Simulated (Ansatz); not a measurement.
What does this script print? It uses Ansatz's Python interface.

`sym.py`:
```python
"""Orbits, cells and special points of Mg6FeC."""

import ansatz as az
import numpy as np


def main() -> None:
    structure = (
        az.Lattice.from_parameters(3.169971, 9.380562, 10.08687, alpha=90, beta=90, gamma=90)
        .space_group(38, hermann_mauguin="Amm2")
        .atom("Mg", (0.5, 0.8291775, 0.1183835))
        .atom("Mg", (0.5, 0.5, 0.346155))
        .atom("Mg", (0.0, 0.7296905, 0.8725565))
        .atom("Mg", (0.0, 0.5, 0.091779))
        .atom("Fe", (0.5, 0.5, 0.831563))
        .atom("C", (0.0, 0.5, 0.748623))
        .primitive()
        .moments(Fe=2.4)
    )

    read = structure.crystallographic_orbits()
    print("group", read["space_group"], read["hermann_mauguin"], "conventional content", read["formula"])
    print("orbits:", [orbit["symbol"] + " " + str(orbit["wyckoff"]) for orbit in read["orbits"]])
    for pair in read["least_distances"]:
        print(f"  shortest {pair['first']}-{pair['second']}: {pair['distance_ang']:.3f} A")
    print("atoms in the primitive and conventional cells:", len(structure.primitive().resolved().sites), len(structure.conventional().resolved().sites))
    built = structure.resolved()
    vectors = np.array(built.lattice.vectors)
    print("cell vectors (A)")
    print(vectors.round(4) + 0.0)
    for index, site in enumerate(built.sites):
        print(index, site.symbol, np.round(site.position, 4) + 0.0)
    try:
        print({label: tuple(round(v, 4) for v in k) for label, k in az.high_symmetry_points(vectors.tolist()).items()})
    except Exception as error:
        print("no labels:", error)


if __name__ == "__main__":
    main()
```

```console
$ python sym.py
group 38 Amm2 conventional content Mg12Fe2C2
orbits: ['Mg 4e', 'Mg 2b', 'Mg 4d', 'Mg 2a', 'Fe 2b', 'C 2a']
  shortest Mg-Mg: 3.002 A
  shortest Mg-Fe: 2.682 A
  shortest Mg-C: 2.491 A
  shortest Fe-Fe: 3.170 A
  shortest Fe-C: 1.792 A
  shortest C-C: 3.170 A
atoms in the primitive and conventional cells: 8 16
cell vectors (A)
[[ 3.17    0.      0.    ]
 [ 0.      4.6903 -5.0434]
 [ 0.      4.6903  5.0434]]
0 Mg [0.5    0.7108 0.9476]
1 Mg [0.5    0.0524 0.2892]
2 Mg [0.5    0.1538 0.8462]
3 Mg [0.     0.8571 0.6022]
4 Mg [0.     0.3978 0.1429]
5 Mg [0.     0.4082 0.5918]
6 Fe [0.5    0.6684 0.3316]
7 C [0.     0.7514 0.2486]
{'A': (0.5, 0.4662, 0.4662), 'A₁': (0.5, -0.4662, 0.5338), 'R': (0.5, 0.0, 0.5), 'S': (0.0, 0.0, 0.5), 'T': (0.5, -0.5, 0.5), 'X': (0.0, 0.4662, 0.4662), 'X₁': (0.0, -0.4662, 0.5338), 'Y': (0.0, -0.5, 0.5), 'Z': (0.5, 0.0, 0.0), 'Γ': (0.0, 0.0, 0.0)}
```

The structure comes from a database and needn't be a stable phase.
